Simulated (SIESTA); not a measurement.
Hf2Pd2Se2Br2O3 in SIESTA: convergence with k mesh

The system is Hf2Pd2Se2Br2O3.

```
CELL_PARAMETERS angstrom
7.58666 -1.70971 -1.17576
7.58666 1.70971 -1.17576
-2.02446 0.00000 13.05155
ATOMIC_POSITIONS crystal
Hf 0.94514 0.94514 0.06144
Hf 0.60628 0.60628 0.28309
Pd 0.17920 0.17920 0.50964
Pd 0.32286 0.32286 0.74307
Se 0.92232 0.92232 0.84566
Se 0.78991 0.78991 0.58800
Br 0.58645 0.58645 0.04520
Br 0.24604 0.24604 0.28651
O 0.59701 0.59701 0.42127
O 0.38554 0.38554 0.07302
O 0.03094 0.03094 0.22169
```

The cell was built by a generator and needn't be a form met in nature.

```yaml
Program: SIESTA 5.4.2
Task: single point
Functional: PBE
Potentials_or_basis: PseudoDojo 0.4 standard (PBE files)
Basis: DZP (energy shift 0.003 Ry; two zetas on semicore shells)
Grid_cutoff: 800 Ry
Energy_shift: 0.003 Ry
k_mesh: 2 × 2 × 1
Occupations: fermi-dirac, width 0.05 eV
Spin: no spin polarisation
```

These are the settings of the first run; the series varies k mesh, with any setting tied to it.

Hardware: 4 MPI ranks on Arm Neoverse V1 (shared host).

| k mesh | energy less the tightest run, at zero smearing (meV/atom) | pressure (GPa) | largest force (eV/Å) | gap on the mesh (eV) | SCF cycles | CPU time (s) |
| --- | --- | --- | --- | --- | --- | --- |
| 2 × 2 × 1 | 29.37 | 1.98 | 1.044 | 1.165 | 13 | 620 |
| 3 × 3 × 1 | -3.67 | 1.65 | 0.948 | 1.189 | 13 | 620 |
| 4 × 4 × 1 | 2.02 | 1.62 | 0.801 | 0.867 | 13 | 620 |
| 6 × 6 × 1 | 0.79 | 1.59 | 0.867 | 0.657 | 13 | 620 |
| 7 × 7 × 2 | -0.17 | 1.59 | 0.856 | 0.730 | 13 | 640 |
| 8 × 8 × 2 | -0.29 | 1.59 | 0.848 | 0.810 | 13 | 650 |
| 10 × 10 × 2 | 0.00 | 1.59 | 0.850 | 0.631 | 13 | 680 |

Against the tightest run, the energy stays within 1 meV/atom from 6 × 6 × 1 on; the pressure stays within 0.1 GPa from 3 × 3 × 1 on; the largest force stays within 0.005 eV/Å from 8 × 8 × 2 on. Not settled before the last step: the gap on the mesh (to 0.01 eV). Meshes of other sizes hit other points, so gaps and Fermi surfaces needn't settle smoothly. The tightest run that finished is the yardstick and may itself not be fully converged.

Caveat, for the tightest run too: short orbitals over semicore shells can move pressures by several GPa; spin-orbit coupling is left out, which moves the levels of the heavy elements; the basis of atomic orbitals isn't converged, which shifts pressures, moduli and gaps.
